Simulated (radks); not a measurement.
**Ionisation of Os³⁺: one atom, several choices of exchange strength α**

Aim: the ionisation energy of Os³⁺ ([Xe] 4f14 5d5) to Os⁴⁺ ([Xe] 4f14 5d4) for each choice of exchange strength α, and which comes nearest the tabulated value.

Program: radks (a radial shooting solver on a logarithmic mesh, Libxc functionals) version 1. Level of theory: scalar-relativistic Kohn-Sham, spin-polarised, spherical densities, point nucleus; open shells are filled with parallel spins first. These are calculated values, not measurements, unless marked.

## 1. The atom as given

```
element       : osmium (Z = 76)
charge        : +3
electrons     : 73
configuration : [Xe] 4f14 5d5
ion           : Os⁴⁺, [Xe] 4f14 5d4
choices       : α = 0.588; α = 0.622; α = 0.654; α = 0.667; α = 0.895; α = 0.903
```

Outer shells as boxes (Hund's rule):

Os³⁺
```
[Xe] core
4f [↑↓][↑↓][↑↓][↑↓][↑↓][↑↓][↑↓]
5d [↑ ][↑ ][↑ ][↑ ][↑ ]
```

Os⁴⁺
```
[Xe] core
4f [↑↓][↑↓][↑↓][↑↓][↑↓][↑↓][↑↓]
5d [↑ ][↑ ][↑ ][↑ ][  ]
```

## 2. α = 0.588: Os³⁺

The run's settings:

```text
Z 76
configuration [Xe] 4f14 5d5
relativity scalar-relativistic
functional xalpha 0.588
spin polarised
nucleus point
c 137.035999084
```

## 3. α = 0.588: Os⁴⁺

The run's settings:

```text
Z 76
configuration [Xe] 4f14 5d4
relativity scalar-relativistic
functional xalpha 0.588
spin polarised
nucleus point
c 137.035999084
```

## 4. α = 0.622: Os³⁺

The run's settings:

```text
Z 76
configuration [Xe] 4f14 5d5
relativity scalar-relativistic
functional xalpha 0.622
spin polarised
nucleus point
c 137.035999084
```

## 5. α = 0.622: Os⁴⁺

The run's settings:

```text
Z 76
configuration [Xe] 4f14 5d4
relativity scalar-relativistic
functional xalpha 0.622
spin polarised
nucleus point
c 137.035999084
```

## 6. α = 0.654: Os³⁺

The run's settings:

```text
Z 76
configuration [Xe] 4f14 5d5
relativity scalar-relativistic
functional xalpha 0.654
spin polarised
nucleus point
c 137.035999084
```

## 7. α = 0.654: Os⁴⁺

The run's settings:

```text
Z 76
configuration [Xe] 4f14 5d4
relativity scalar-relativistic
functional xalpha 0.654
spin polarised
nucleus point
c 137.035999084
```

## 8. α = 0.667: Os³⁺

The run's settings:

```text
Z 76
configuration [Xe] 4f14 5d5
relativity scalar-relativistic
functional xalpha 0.667
spin polarised
nucleus point
c 137.035999084
```

## 9. α = 0.667: Os⁴⁺

The run's settings:

```text
Z 76
configuration [Xe] 4f14 5d4
relativity scalar-relativistic
functional xalpha 0.667
spin polarised
nucleus point
c 137.035999084
```

## 10. α = 0.895: Os³⁺

The run's settings:

```text
Z 76
configuration [Xe] 4f14 5d5
relativity scalar-relativistic
functional xalpha 0.895
spin polarised
nucleus point
c 137.035999084
```

## 11. α = 0.895: Os⁴⁺

The run's settings:

```text
Z 76
configuration [Xe] 4f14 5d4
relativity scalar-relativistic
functional xalpha 0.895
spin polarised
nucleus point
c 137.035999084
```

## 12. α = 0.903: Os³⁺

The run's settings:

```text
Z 76
configuration [Xe] 4f14 5d5
relativity scalar-relativistic
functional xalpha 0.903
spin polarised
nucleus point
c 137.035999084
```

## 13. α = 0.903: Os⁴⁺

The run's settings:

```text
Z 76
configuration [Xe] 4f14 5d4
relativity scalar-relativistic
functional xalpha 0.903
spin polarised
nucleus point
c 137.035999084
```

**Question.** What will these runs give? Wanted: for each run, exchange strength α; E(Os³⁺); Δ-SCF; −ε(HOMO); <r> HOMO; error.

**Answer**, as computed:

```tsv
exchange strength α	E(Os³⁺) (hartree)	Δ-SCF (eV)	−ε(HOMO) (eV)	<r> HOMO (bohr)	error (eV)
α = 0.588	-17196.5142	40.174	33.852	1.642	-0.83
α = 0.622	-17212.8802	40.901	34.544	1.630	-0.10
α = 0.654	-17228.2985	41.593	35.203	1.620	+0.59
α = 0.667	-17234.5663	41.876	35.473	1.615	+0.88
α = 0.895	-17344.8835	47.023	40.399	1.546	+6.02
α = 0.903	-17348.7676	47.210	40.579	1.543	+6.21
```

What this shows: The NIST Atomic Spectra Database lists 41 +/- 1.7 eV (theoretical). The smallest miss is that of α = 0.622 (-0.10 eV), the largest that of α = 0.903 (+6.21 eV). The ionisation energies span 7.04 eV, the total energies of Os³⁺ 4143 eV: most of the change in the total cancels in the difference. α = 2/3 is LDA exchange; there is no correlation term. The tabulated value is met near α = 0.63. Open shells are spherical and high-spin; term and fine-structure splittings are not resolved. Spin-orbit splitting is averaged out at the scalar-relativistic level.
